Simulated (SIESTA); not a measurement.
# TiPd3 (Pm-3m) in SIESTA: reference runs, part 2 of 2

SIESTA 5.4.2. The steps go on from the part before.

**3. Single point, PBEsol (atoms moved at random, drawn with an rms of 0.05 Å)**

The input, TiPd3.fdf:

```
SystemName                      TiPd3
SystemLabel                     TiPd3
NumberOfSpecies                 2
NumberOfAtoms                   4
%block ChemicalSpeciesLabel
  1  46 Pd
  2  22 Ti
%endblock ChemicalSpeciesLabel

LatticeConstant                 1.0 Ang
%block LatticeVectors
     3.8200000000     0.0000000000     0.0000000000
     0.0000000000     3.8200000000     0.0000000000
     0.0000000000     0.0000000000     3.8200000000
%endblock LatticeVectors
AtomicCoordinatesFormat         Fractional
%block AtomicCoordinatesAndAtomicSpecies
     0.5030530000     0.4845980000    -0.0068550000  1  Pd
     0.5030500000     0.0047670000     0.5067410000  1  Pd
    -0.0024330000     0.4979110000     0.5084110000  1  Pd
    -0.0056130000    -0.0034820000     0.0158440000  2  Ti
%endblock AtomicCoordinatesAndAtomicSpecies

%block kgrid.MonkhorstPack
    7   0   0  0.0
    0   7   0  0.0
    0   0   7  0.0
%endblock kgrid.MonkhorstPack
XC.Functional                   GGA
XC.Authors                      PBEsol
PAO.BasisSize                   DZP
PAO.EnergyShift                 0.003 Ry
Mesh.Cutoff                     800 Ry
OccupationFunction              FD
ElectronicTemperature           0.05 eV
MaxSCFIterations                120
SCF.MustConverge                false
SCF.Mixer.Method                Pulay
SCF.Mixer.Weight                0.25
SCF.Mixer.History               8
SCF.DM.Tolerance                5.0e-05
SCF.H.Tolerance                 1.0e-03 eV
WriteForces                     true
Charge.Mulliken                 end
%block PAO.Basis
  Pd 5
  n=4 0 2
    2.827 0.000
  n=5 0 2
    8.651 0.000
  n=4 1 2
    3.241 0.000
  n=5 1 1
    8.651
  n=4 2 2
    5.842 0.000
  Ti 5
  n=3 0 2
    3.151 0.000
  n=4 0 2
    8.703 0.000
  n=3 1 2
    3.568 0.000
  n=4 1 1
    8.703
  n=3 2 2
    6.267 0.000
%endblock PAO.Basis
```

Potentials or basis: PseudoDojo 0.4 standard (PBEsol files), DZP (energy shift 0.003 Ry; two zetas on semicore shells).

Launch:

```
siesta < TiPd3.fdf > TiPd3.out 2>&1
```

TiPd3.out:

```text
Version         : 5.4.2

                           ***********************
                           *  WELCOME TO SIESTA  *
                           ***********************

 NOTE: Siesta V5 introduces some new defaults for basis-set generation
 NOTE: which might lead to slightly different numerical results.
 NOTE: Please see the manual for full details and compatibility measures.

reinit: Reading from standard input
reinit: Dumping input in INPUT_TMP.34362
************************** Dump of input data file ****************************
SystemName                      TiPd3
SystemLabel                     TiPd3
NumberOfSpecies                 2
NumberOfAtoms                   4
%block ChemicalSpeciesLabel
  1  46 Pd
  2  22 Ti
%endblock ChemicalSpeciesLabel
LatticeConstant                 1.0 Ang
%block LatticeVectors
     3.8200000000     0.0000000000     0.0000000000
     0.0000000000     3.8200000000     0.0000000000
     0.0000000000     0.0000000000     3.8200000000
%endblock LatticeVectors
AtomicCoordinatesFormat         Fractional
%block AtomicCoordinatesAndAtomicSpecies
     0.5030530000     0.4845980000    -0.0068550000  1  Pd
     0.5030500000     0.0047670000     0.5067410000  1  Pd
    -0.0024330000     0.4979110000     0.5084110000  1  Pd
    -0.0056130000    -0.0034820000     0.0158440000  2  Ti
%endblock AtomicCoordinatesAndAtomicSpecies
%block kgrid.MonkhorstPack
    7   0   0  0.0
    0   7   0  0.0
    0   0   7  0.0
%endblock kgrid.MonkhorstPack
XC.Functional                   GGA
XC.Authors                      PBEsol
PAO.BasisSize                   DZP
[... 776 lines left out ...]
siesta:         Fermi =      -6.601661

siesta: Atomic forces (eV/Ang):
siesta:      1   -0.267549    0.722925    0.869924
siesta:      2   -0.261170   -0.798077   -0.312311
siesta:      3    0.328165    0.190324   -0.369017
siesta:      4    0.199592   -0.115194   -0.188653
siesta: ----------------------------------------
siesta:    Tot   -0.000962   -0.000021   -0.000058

siesta: Stress tensor (static) (eV/Ang**3):
siesta:    -0.055742   -0.000168    0.001501
siesta:    -0.000168   -0.057368   -0.003184
siesta:     0.001501   -0.003184   -0.059140

siesta: Cell volume =         55.742968 Ang**3

siesta: Pressure (static):
siesta:                Solid            Molecule  Units
siesta:           0.00062535          0.00067032  Ry/Bohr**3
siesta:           0.05741662          0.06154590  eV/Ang**3
siesta:          91.99157217         98.60739569  kBar

Basis Enthalpy Calculation:
    Basis Pressure for species 1(Pd) :      0.2000000 GPa
    Basis Pressure for species 2(Ti) :      0.2000000 GPa

    Orbital volume contribution        =           5.733218 eV
    (Free)E + p_basis*V_orbitals       =      -12618.339000 eV
    (Free)Eharris+ p_basis*V_orbitals  =      -12618.339000 eV

mulliken: Atomic and Orbital Populations:

Species: Pd
Atom  Qatom  Qorb
               4s      4s      5s      5s      4py     4pz     4px     4py
               4pz     4px     5py     5pz     5px     4dxy    4dyz    4dz2
               4dxz    4dx2-y2 4dxy    4dyz    4dz2    4dxz    4dx2-y2
   1 18.164   1.849   0.049   0.118   0.297   1.906   1.909   1.906   0.090
              0.090   0.090   0.232   0.273   0.232   1.983   1.968   1.865

              1.973   1.845  -0.149  -0.157  -0.004  -0.162  -0.036
   2 18.162   1.849   0.049   0.118   0.297   1.909   1.906   1.906   0.090
              0.090   0.090   0.273   0.230   0.231   1.972   1.967   1.852

              1.983   1.858  -0.162  -0.157  -0.030  -0.149  -0.010
   3 18.162   1.849   0.049   0.120   0.295   1.906   1.906   1.909   0.090
              0.090   0.090   0.231   0.231   0.272   1.972   1.982   1.851

              1.968   1.859  -0.161  -0.149  -0.028  -0.158  -0.011

Species: Ti
Atom  Qatom  Qorb
               3s      3s      4s      4s      3py     3pz     3px     3py
               3pz     3px     4py     4pz     4px     3dxy    3dyz    3dz2
               3dxz    3dx2-y2 3dxy    3dyz    3dz2    3dxz    3dx2-y2
   4 11.512   1.848   0.044   0.400   0.134   1.921   1.921   1.921   0.071
              0.071   0.071   0.225   0.223   0.225   0.629   0.629   0.401

              0.627   0.398  -0.072  -0.072  -0.016  -0.071  -0.015

mulliken: Qtot =       66.000

Mulliken Atomic Populations:
Atom #   charge [q] valence [e]  Species
     1    -0.164249   18.164249  Pd
     2    -0.162103   18.162103  Pd
     3    -0.161602   18.161602  Pd
     4     0.487955   11.512045  Ti
 Total    -0.000000

Job completed
```

It took 3.5 min on 1 thread of Arm Neoverse V2, shared host; peak memory 0.58 GiB.

What came out:

| Property | Result |
| --- | --- |
| Free energy | -12624.0722 eV |
| Pressure | 9.2 GPa |
| Largest force | 1.162 eV/Å |
| Band gap on the k mesh | none (metal or under the smearing width) |

Forces in eV/Å, atoms in the order of the input:
```
Pd  -0.268  0.723  0.870
Pd  -0.261 -0.798 -0.312
Pd   0.328  0.190 -0.369
Ti   0.200 -0.115 -0.189
```

Levels at points of the mesh, in eV from the Fermi level:
| k point | band 30 | band 31 | band 32 | band 33 | band 34 | band 35 | band 36 | band 37 |
| --- | --- | --- | --- | --- | --- | --- | --- | --- |
| (0.00, 0.00, 0.00) | -0.72 | -0.71 | -0.71 | 1.12 | 1.16 | 1.84 | 1.85 | 1.86 |

Caveat: the basis of atomic orbitals isn't converged, which shifts pressures, moduli and gaps.
